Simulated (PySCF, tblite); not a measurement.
# C5H8O2SSi: geometry, infrared bands and NMR shifts

What infrared bands and NMR shifts should C5H8O2SSi (`O=CO/C=C1/C[SiH2]CS1`) show?

The runs use tblite 0.8.0 and PySCF 2.14.0, with density-fitted response routines of our own; the level of theory stands in each step. All values are computed, except where a source is named. Atoms are numbered from 0 throughout.

### Step 1. Starting geometry

17 atoms, charge 0, multiplicity 1; geometry from: force field or distance geometry start.

Bonds of the start (Å): O0–C1 1.23, C1–O2 1.35, O2–C3 1.40, C3–C4 1.34, C4–C5 1.51, C5–Si6 1.87, Si6–C7 1.85, C7–S8 1.83, S8–C4 1.75, C1–H9 1.10, C3–H10 1.09, C5–H11 1.10, C5–H12 1.08, Si6–H13 1.49, Si6–H14 1.48, C7–H15 1.09, C7–H16 1.09.

### Step 2. Optimising the geometry with GFN2-xTB

Job settings and geometry (Å):

```
{"job": {"kind": "relax", "xc": "GFN2-xTB", "basis": "xTB"}, "charge": 0, "multiplicity": 1}
O      4.268900    -0.391800     0.288000
C      3.733600     0.717400     0.197200
O      2.428500     1.003500     0.024000
C      1.554000    -0.078400    -0.095200
C      0.219400     0.028600    -0.171400
C     -0.667200    -1.191600    -0.273300
Si    -2.409300    -0.657900     0.159600
C     -2.311100     1.127500    -0.323300
S     -0.556100     1.596000    -0.132800
H      4.289800     1.660500     0.280200
H      2.051500    -1.049300    -0.098900
H     -0.328800    -1.989100     0.404400
H     -0.650900    -1.572500    -1.287200
H     -2.648800    -0.812800     1.621000
H     -3.437400    -1.413800    -0.599200
H     -2.598300     1.263100    -1.363800
H     -2.944800     1.772600     0.293500
```

Run with:

```sh
> OMP_NUM_THREADS=1 python probes_run.py task.json out
```

This one command runs all jobs of the session in turn.

**Question.** This job is followed by: GFN2-xTB harmonic vibrations, gas phase; GIAO PBE0/pcSseg-1 NMR shielding, non-relativistic, gas phase. What will the session give for the following? strongest single infrared mode (GFN2-xTB); zero-point energy (GFN2-xTB); 13C shifts against TMS (PBE0/pcSseg-1); 1H shifts against TMS (PBE0/pcSseg-1, means over atoms taken as alike); 17O shifts against H2O (PBE0/pcSseg-1); 29Si shifts against TMS (PBE0/pcSseg-1); 33S shifts against CS2 (PBE0/pcSseg-1); surface potential, 1st and 99th percentile.

The runs gave:

```
                                                              quantity                                value
                             strongest single infrared mode (GFN2-xTB)                1768 cm⁻¹, 818 km/mol
                                          zero-point energy (GFN2-xTB)                        73.0 kcal/mol
                                13C shifts against TMS (PBE0/pcSseg-1)  161.0, 136.2, 130.2, 18.6, 16.9 ppm
1H shifts against TMS (PBE0/pcSseg-1, means over atoms taken as alike)     8.03, 7.98, 4.45, 2.34, 2.09 ppm
                                17O shifts against H2O (PBE0/pcSseg-1)                     438.1, 257.0 ppm
                               29Si shifts against TMS (PBE0/pcSseg-1)                            -26.3 ppm
                                33S shifts against CS2 (PBE0/pcSseg-1)                               56 ppm
                                 surface potential, 1st and 99th percentile                   -1.57 V and 1.30 V
```

In words: Relaxing lowered the energy by 0.206 eV in 85 steps; the close pair that moved most is Si6–C7, from 1.852 to 1.906 Å. No mode is imaginary among the 45: a minimum at this level. The strongest single mode, at 1768 cm⁻¹, moves mainly C1 and O0. GFN2-xTB is a fitted tight-binding method: band positions and strengths are rough. Its intensities can rank the bands wrongly. At PBE0/pcSseg-1: Shielding is most anisotropic at O0 (span 691 ppm, paramagnetic term -504 ppm). By nearest atom (PBE0/pcSseg-1), the HOMO sits on S8 44 %; C3 23 % and the LUMO on C1, C4 about 20 % each; O0 14 %.
